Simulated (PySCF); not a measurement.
# C5H13GaP2: the cost of one run

The runs use PySCF 2.14.0, with density-fitted response routines of our own; the level of theory stands in each step. All values are computed, except where a source is named. Atoms count from 0, in the outputs and in this text.

**1. The starting structure**

21 atoms, charge 0, multiplicity 1; geometry from: UFF. The atoms were then displaced at random by about 0.03 Å, so the start is not that level's minimum.

Bonds of the start (Å): C0–C1 1.44, C1–C2 1.34, C2–C3 1.64, C3–P4 1.73, P4–P5 2.17, P4–Ga6 2.33, P4–C7 1.78, C7–C1 1.56, C0–H8 1.16, C0–H9 1.07, C0–H10 1.17, C2–H11 1.01, C3–H12 1.14, C3–H13 1.06, P5–H14 1.43, P5–H15 1.45, Ga6–H16 1.57, Ga6–H17 1.64, Ga6–H18 1.57, C7–H19 1.12, C7–H20 1.12.

**2. Geometry optimisation at PBE0-D3(BJ)/def2-SVP**

What the job is given:

```
{"job": {"xc": "PBE0", "basis": "def2-SVP", "d3": "d3bj", "grid": 1, "shake": 0.03, "kind": "geom"}, "charge": 0, "multiplicity": 1}
C     -2.816890    -0.240410     0.720920
C     -1.507570    -0.198640     0.133290
C     -1.248950    -0.918950    -0.972390
C      0.326030    -0.860530    -1.435910
P      1.044370     0.242610    -0.320160
P      1.699260     2.060360    -1.316540
Ga     2.790980    -0.747260     0.861280
C     -0.328660     0.614270     0.746540
H     -3.594840     0.239920     0.006880
H     -3.187470    -1.198360     1.033020
H     -2.948470     0.482260     1.630700
H     -1.916160    -1.511110    -1.437970
H      0.185460    -0.445370    -2.491480
H      0.632350    -1.868870    -1.346480
H      1.797120     2.790120    -0.085030
H      0.359400     2.524820    -1.598530
H      2.673650    -2.303570     0.661400
H      2.608650    -0.360430     2.441470
H      4.164670    -0.231490     0.299080
H     -0.258690     0.262590     1.810140
H     -0.660990     1.684040     0.730190
```

Started as:

```
$ OMP_NUM_THREADS=1 python probes_run.py task.json out
```

One launch serves the whole session: the jobs run in the order shown.

**Question.** How long does this first job take on 1 thread of Arm Neoverse V2, shared host, and how much memory does it need?

About 12 min, with a peak of 0.91 GiB.
